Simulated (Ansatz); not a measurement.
# CH3Br+ (doublet): energies up the ladder

The task, for CH3Br+ (doublet): energies up the ladder. Charge +1. Spin multiplicity 2.

Method: the levels named in each step, in Ansatz 0.2.0.

## (1) The system as given

Bond lengths: C1–Br2 1.938 Å, C1–H3 1.084 Å, C1–H4 1.087 Å, C1–H5 1.084 Å. Angles: Br2–C1–H3 108.1°, Br2–C1–H4 107.9°, Br2–C1–H5 108.1°, H3–C1–H4 110.9°, H3–C1–H5 110.8°, H4–C1–H5 110.8°.

Structure file:

```xyz
5

C    -1.6195   -0.0461   -0.0323
Br    0.3174    0.0090    0.0063
H    -1.9218   -0.6881   -0.8520
H    -1.9805    0.9684   -0.1803
H    -1.9640   -0.4438    0.9157
```

## (2) A rough first relaxation, PBE-D4/def2-SVP

File input.yaml:

```yaml
crystal:
  periodic: [false, false, false]
  atoms:
    - { symbol: C, position_ang: [-1.61947, -0.04613, -0.03228] }
    - { symbol: Br, position_ang: [0.31743, 0.00904, 0.00632] }
    - { symbol: H, position_ang: [-1.92184, -0.68811, -0.85201] }
    - { symbol: H, position_ang: [-1.98054, 0.96843, -0.18033] }
    - { symbol: H, position_ang: [-1.96403, -0.44383, 0.9157] }
magnetization:
  spin_polarized: true
  initial_magnetization: 1
total_charge: 1
basis:
  gaussian: { orbitals: def2-SVP }
hamiltonian:
  xc: pbe
  dispersion: d4
relax:
  f_tol: 0.03
  max_steps: 200
```

Started as:

```
> ansatz run input.yaml --threads 2 --pin off --max-ram 5120MiB --backend cpu --events-out ev --progress --plain --runs-dir out
```

Further steps of the session: Relaxation, PBE0-D4/def2-TZVPP; Frequencies, PBE0-D4/def2-TZVPP; Single point, PBE-D4/def2-TZVPP; Single point, r2SCAN-D4/def2-TZVPP; Single point, B3LYP-D4/def2-TZVPP; Single point, wB97M-V/def2-TZVPP; Single point, B2PLYP/def2-TZVPP; Single point, LDA/def2-TZVPP; Single point, PBE0-D4/def2-SVP; Single point, PBE-D4/def2-SVP; Single point, CCSD(T)/def2-TZVPP; Single point, CCSD(T)/def2-QZVPP.

What does the calculation give? Wanted: C1–Br2 at PBE0-D4/def2-TZVPP; frequencies at PBE0-D4/def2-TZVPP; energy at CCSD(T)/CBS.

**Answer**, as computed:

| quantity | value |
| --- | --- |
| C1–Br2 at PBE0-D4/def2-TZVPP | 1.908 Å |
| frequencies at PBE0-D4/def2-TZVPP | 458 to 3127 cm⁻¹ |
| energy at CCSD(T)/CBS | -71096.355 eV |

What this shows: No mode is imaginary, so the geometry is a minimum. These totals serve in differences with atoms or fragments at the same level; alone they don't rank the methods.
